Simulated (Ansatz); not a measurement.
Run this with Ansatz 0.2.0, Python API and show what comes out.

Script `states.py`:
```python
"""Does a wider search find a lower mean-field state of BBrGeH4?"""

import ansatz as az
import numpy as np

bbrgeh4 = (
    az.Crystal.molecule()
    .atom("B", [-0.9969, -0.1486, -0.6758])
    .atom("Ge", [0.6094, -0.1119, 0.4611])
    .atom("Br", [1.5649, 2.001, 0.3953])
    .atom("H", [-1.6187, -1.075, -0.7973])
    .atom("H", [-1.3657, 0.8742, -1.2713])
    .atom("H", [0.228, -0.4486, 1.9194])
    .atom("H", [1.6401, -1.1592, -0.0771])
)
symbols = [site.symbol for site in bbrgeh4.cartesian_sites]

start = np.array([site.position_ang for site in bbrgeh4.cartesian_sites])
for factor in [1.0, 1.3]:
    xyz = (start - start.mean(axis=0)) * factor
    scaled = az.Crystal.molecule()
    for symbol, place in zip(symbols, xyz):
        scaled = scaled.atom(symbol, place.tolist())
    calculation = (
        scaled.calculation()
        .basis(gaussian="def2-SVP")
        .functional("pbe")
        .spin("collinear")
    )
    for search in ("off", "standard"):
        try:
            data = calculation.scf(lower_state_search=search).run(threads=1).report
        except az.AnsatzError as error:
            print(f"x{factor} search {search}: {type(error).__name__}")
            continue
        state = data["mean_field"]["state"]
        print(f"all distances x{factor}, search {search:8s} E = {data['free_energy_ev']:.5f} eV  <S^2> = {abs(state['spin_squared']):.3f}  other states met: {len(data['mean_field']['others'])}")
```

```console
$ python states.py
all distances x1.0, search off      E = -127268.94820 eV  <S^2> = 0.000  other states met: 0
all distances x1.0, search standard E = -127268.94820 eV  <S^2> = 0.000  other states met: 0
all distances x1.3, search off      E = -127263.87494 eV  <S^2> = 0.000  other states met: 0
all distances x1.3, search standard E = -127263.87494 eV  <S^2> = 0.000  other states met: 5
```

Reading the output:
- These settings explore the input space; basis and method may be short of convergence.
- The count of other states can hold repeated and symmetry-equivalent ends of the search; scaling all distances is a test, and for more than two atoms no physical path.
- The geometry comes from a force field and isn't relaxed at this level.
- Timing: 13 s on 1 thread of Arm Neoverse V2 (shared host), peak memory 0.24 GiB.

(Lines on the test bed's own set-up are left out of the output.)
